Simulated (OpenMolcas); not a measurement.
**One shape, several levels: doublet RbCl+**

Aim: a comparison of 4 runs (U-r2SCAN/def2-TZVPP, UTPSS/def2-TZVPP, ROMP2/def2-TZVPP, ROCCSD(T)/def2-TZVPP) of doublet RbCl+. 

The calculation is run with OpenMolcas 26.06.

## Step 1: The structure to begin with

RbCl+: 2 atoms, total charge +1, spin state doublet. SMILES of the parent species: `[Cl][Rb]`. Geometry: relaxed at PBE0-D4/def2-TZVP. That shape belongs to the parent species and isn't relaxed for this state.

Bond lengths: Cl1–Rb2 2.844 Å.

## Step 2: A single-point energy at U-r2SCAN/def2-TZVPP (core potential) (run 1)

The input, calc.inp:

```
>>> EXPORT MOLCAS_PRINT=2
&GATEWAY
BASLIB
$CurrDir
COORD
2
bohr
Cl     0.00000000     0.00000000    -0.12184954
Rb     0.00000000     0.00000000     5.25211582
BASIS
def2-TZVPP
GROUP
NoSym
&SEWARD
GRIDINPUT
Grid=UltraFine
End of Grid
&SCF
UHF
CHARGE
1
SPIN
2
KSDFT
2
1.0 MGGA_X_R2SCAN
1.0 MGGA_C_R2SCAN
THRESHOLDS
1e-10 1e-07 1e-07 1e-05
PRORBITALS
1 1
```

The basis set def2-TZVPP is read from a file made from the Basis Set Exchange's data (not shown).

Launch:

```bash
$ export MOLCAS_MEM=1860
$ pymolcas calc.inp > calc.log
```

Log:

```text
--- Start Module: gateway ---
[...]
--- Stop Module: gateway /rc=_RC_ALL_IS_WELL_ ---
--- Start Module: seward ---
[...]
      Basis functions           82
--- Stop Module: seward /rc=_RC_ALL_IS_WELL_ ---
[...]
--- Start Module: scf ---
[...]
       Convergence after  24 Iterations
[...]
::    Total KS-DFT energy                            -484.0572070650
[...]
      Total spin, S                                     0.5028787976
[...]
      Total electronic charge=   25.000000
      Total            charge=    1.000000
[...]
      Dipole Moment (debye):
      Origin of the operator (angstrom)=    0.0000    0.0000    1.9498
                   X=  2.8325E-15               Y= -2.3338E-16               Z=  2.9261E+00           Total=  2.9261E+00
      Center of Charge (angstrom)
[...]
--- Stop Module: scf /rc=_RC_ALL_IS_WELL_ ---
[...]
```

Wall time 30 s (1 thread of Arm Neoverse V1, shared host); peak memory 0.46 GiB.

## Step 3: The energy at UTPSS/def2-TZVPP (core potential) (run 2)

The input, struct.xyz:

```xyz
2

Cl     0.000000     0.000000    -0.064480
Rb     0.000000     0.000000     2.779300
```

The input, test.input:

```
* ClRb Kohn-Sham DFT

&GATEWAY
  BasLib=$CurrDir
  Coord=struct.xyz
  Basis=def2-TZVPP
  Group=NoSym

&SEWARD
  GridInput
  Grid=UltraFine
  End of Grid

&SCF
  UHF
  Charge=1
  Spin=2
  KSDFT=2
  1.0 MGGA_X_TPSS
  1.0 MGGA_C_TPSS
  Thresholds=1e-10 1e-07 1e-07 1e-05
  PrOrbitals=1
```

The basis set def2-TZVPP is read from a file made from the Basis Set Exchange's data (not shown).

Launch:

```bash
$ export MOLCAS_MEM=1860
$ pymolcas test.input > test.log
```

Log:

```text
--- Start Module: gateway ---
[...]
--- Stop Module: gateway /rc=_RC_ALL_IS_WELL_ ---
--- Start Module: seward ---
[...]
      Basis functions           82
--- Stop Module: seward /rc=_RC_ALL_IS_WELL_ ---
[...]
--- Start Module: scf ---
[...]
       Convergence after  24 Iterations
[...]
::    Total KS-DFT energy                            -484.0949418081
[...]
      Total spin, S                                     0.5018874110
[...]
      Total electronic charge=   25.000000
      Total            charge=    1.000000
[...]
      Dipole Moment (debye):
      Origin of the operator (angstrom)=    0.0000    0.0000    1.9498
                   X=  3.1710E-15               Y=  2.0088E-15               Z=  2.8717E+00           Total=  2.8717E+00
      Center of Charge (angstrom)
[...]
--- Stop Module: scf /rc=_RC_ALL_IS_WELL_ ---
[...]
```

Run time: 32 s. Hardware: 1 thread of Arm Neoverse V1, shared host; peak memory 0.46 GiB.

Run 3 isn't shown in full; the table further down has it.

## Step 4: A single-point energy at ROCCSD(T)/def2-TZVPP (core potential) (run 4)

The input, test.inp:

```
&GATEWAY
 BasLib=$CurrDir
 Coord
 2
 angstrom
 Cl       0.000000       0.000000      -0.064480
 Rb       0.000000       0.000000       2.779300
 Basis=def2-TZVPP
 Group=NoSym

&SEWARD

&SCF
 UHF
 Charge=1
 Spin=2
 Thresholds=1e-10 1e-07 1e-07 1e-05
 PrOrbitals=1 2

&RASSCF
 FileOrb=$Project.UnaOrb
 Spin=2
 Nactel=1 0 0
 Inactive=12
 Ras2=1
 OutOrbitals=Canonical
 OrbListing=Few

&MOTRA
 JobIph
 Frozen=5

&CCSDT
 CCT
 Triples=3
 Iterations=80
 Accuracy=1e-08
 Extrapolation=5 4
```

The basis set def2-TZVPP is read from a file made from the Basis Set Exchange's data (not shown).

Launch:

```bash
$ export MOLCAS_MEM=1860
$ pymolcas test.inp > test.log
```

Log:

```text
--- Start Module: gateway ---
[...]
--- Stop Module: gateway /rc=_RC_ALL_IS_WELL_ ---
[...]
      Basis functions           82
[...]
       Convergence after  22 Iterations
[...]
::    Total SCF energy                               -483.1290597888
[...]
      Total spin, S                                     0.5049003495
[...]
      Number of active orbitals                  1
[...]
      Spin quantum number                      0.5
[...]
      Active orbitals                            1
[...]
      Number of CSFs                             1
[...]
      Number of root(s) required                 1
[...]
      Convergence after  7 iterations
[...]
      printout of CI-coefficients larger than  0.05 for root  1
      energy=    -483.123325
      conf/sym  1     Coeff  Weight
             1  u   1.00000 1.00000
      Natural orbitals and occupation numbers for root  1
      sym 1:   1.000000
      ************************************************************************************************************************
      *                                                    Final results                                                     *
[...]
::    RASSCF root number  1 Total energy:   -483.12332453
[...]
      Total electronic charge=   25.000000
      Total            charge=    1.000000
[...]
      Dipole Moment (debye):
      Origin of the operator (angstrom)=    0.0000    0.0000    1.9498
                   X=  4.0548E-08               Y= -3.4875E-07               Z=  3.0220E+00           Total=  3.0220E+00
      Center of Charge (angstrom)
[...]
--- Start Module: motra ---
[...]
--- Start Module: ccsdt ---
[...]
      Convergence after                    13  Iterations
      Total energy (diff) :    -483.41075844      -0.00000001
[...]
 METHOD                       : CCSD+T(CCSD)+<T3(1)WT1>+<T3(1)UT2> = CCSD(T)
[...]
       CCSD     =      -483.4107584403669
[...]
```

It took 23 s on 1 thread of Arm Neoverse V1, shared host; peak memory 0.46 GiB.

## Step 5: All runs side by side

| run | level | integration grid | frozen core orbitals | energy (Eh) | wall time |
| --- | --- | --- | --- | --- | --- |
| 1 | U-r2SCAN/def2-TZVPP (core potential) | UltraFine | – | -484.057207 | 30 s |
| 2 | UTPSS/def2-TZVPP (core potential) | UltraFine | – | -484.094942 | 32 s |
| 3 | ROMP2/def2-TZVPP (core potential) | – | 5 | -483.385192 | 7.5 s |
| 4 | ROCCSD(T)/def2-TZVPP (core potential) | – | 5 | -483.418599 | 23 s |

## Step 6: Results

| quantity | value |
| --- | --- |
| run 4: total energy | -483.41860 Eh |
| run 4: (T) correction | -7.84 mEh |

Totals of different functionals can't be ranked against each other. All runs together took 93 s, the longest 32 s.
